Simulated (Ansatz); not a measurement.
# TaTe5Pd: the cost of one run

Computed with Ansatz 0.2.0 (DFT PBE+D3(BJ), scalar-relativistic, plane waves, PAW, unless a step's input says otherwise).

2 further runs of the same task are left out: 2 set aside as unsound or not needed.

## Step 1: Starting point

Symmetry: Cmcm, No. 63, orthorhombic system. Conventional cell: a = 3.672 Å, b = 13.015 Å, c = 15.644 Å, α = 90.00°, β = 90.00°, γ = 90.00°. Around Ta (site symmetry m2m) lie 8 Te at 2.82 to 2.93 Å. Te (site symmetry m2m) is surrounded by 2 Ta at 2.82 Å. Te (site symmetry m) is surrounded by 2 Pd at 2.71 Å and 1 Ta at 2.93 Å. Te (site symmetry m) is surrounded by 1 Pd at 2.68 Å and 2 Ta at 2.85 Å. Pd (site symmetry 2/m) has 6 Te at 2.68 to 2.71 Å as nearest neighbours.

Structure file:

```cif
data_structure
_symmetry_space_group_name_H-M 'P 1'
_symmetry_Int_Tables_number 1
_cell_length_a 6.7614
_cell_length_b 6.7614
_cell_length_c 15.6441
_cell_angle_alpha 90.000
_cell_angle_beta 90.000
_cell_angle_gamma 148.486
_cell_volume 373.84
loop_
_atom_site_label
_atom_site_type_symbol
_atom_site_fract_x
_atom_site_fract_y
_atom_site_fract_z
_atom_site_occupancy
Ta1 Ta 0.51506 0.48494 0.25000 1
Ta2 Ta 0.48494 0.51506 0.75000 1
Te1 Te 0.17928 0.82072 0.25000 1
Te2 Te 0.82072 0.17928 0.75000 1
Te3 Te 0.38408 0.61592 0.58276 1
Te4 Te 0.61592 0.38408 0.41724 1
Te5 Te 0.89916 0.10084 0.35072 1
Te6 Te 0.10084 0.89916 0.64928 1
Te7 Te 0.10084 0.89916 0.85072 1
Te8 Te 0.89916 0.10084 0.14928 1
Te9 Te 0.38408 0.61592 0.91724 1
Te10 Te 0.61592 0.38408 0.08276 1
Pd1 Pd 0.00000 0.00000 0.50000 1
Pd2 Pd 0.00000 0.00000 0.00000 1
```

This cell was relaxed beforehand with the same method: volume 26.70 Å³/atom, gap on the mesh none (metal).

## Step 2: Tight relaxation for the response runs, with the smearing for a metal

Response functions are second derivatives at a minimum, so forces and stress are first brought close to zero on the mesh and occupations that the response runs use.

The input, input.yaml:

```yaml
crystal:
  lattice:
    - [1.8361109124, -6.5073143577, 0.0]
    - [1.8361109124, 6.5073143577, 0.0]
    - [0.0, 0.0, 15.6440942364]
  atoms:
    - { symbol: Ta, position: [0.5150575082, 0.4849424918, 0.25] }
    - { symbol: Ta, position: [0.4849424918, 0.5150575082, 0.75] }
    - { symbol: Te, position: [0.1792797734, 0.8207202266, 0.25] }
    - { symbol: Te, position: [0.8207202266, 0.1792797734, 0.75] }
    - { symbol: Te, position: [0.3840761544, 0.6159238456, 0.582763399] }
    - { symbol: Te, position: [0.6159238456, 0.3840761544, 0.417236601] }
    - { symbol: Te, position: [0.8991623137, 0.1008376863, 0.3507197955] }
    - { symbol: Te, position: [0.1008376863, 0.8991623137, 0.6492802045] }
    - { symbol: Te, position: [0.1008376863, 0.8991623137, 0.8507197955] }
    - { symbol: Te, position: [0.8991623137, 0.1008376863, 0.1492802045] }
    - { symbol: Te, position: [0.3840761544, 0.6159238456, 0.917236601] }
    - { symbol: Te, position: [0.6159238456, 0.3840761544, 0.082763399] }
    - { symbol: Pd, position: [0.0, 0.0, 0.5] }
    - { symbol: Pd, position: [0.0, 0.0, 0.0] }
basis:
  ecutwfc: 420
kpoints:
  mp_grid: { grid: [10, 10, 4] }
hamiltonian:
  xc: pbe
  dispersion: d3bj
scf:
  occupations: { method: fermi_dirac, width: 0.15 }
output:
  forces: true
  stress: true
  eigenvalues: true
relax:
  adjacent_minimum: "off"
  f_tol: 0.001
  max_steps: 60
  cell: { stress_tol: 0.01 }
```

Launch:

```bash
ansatz run input.yaml --threads 8 --pin off --max-ram 22528MiB --backend cpu --events-out ev --progress --plain --runs-dir out
```

What time and memory should one allow on 8 threads of Intel Xeon 6975P-C (Granite Rapids), shared host?

About 3 min, with a peak of 4.3 GiB.
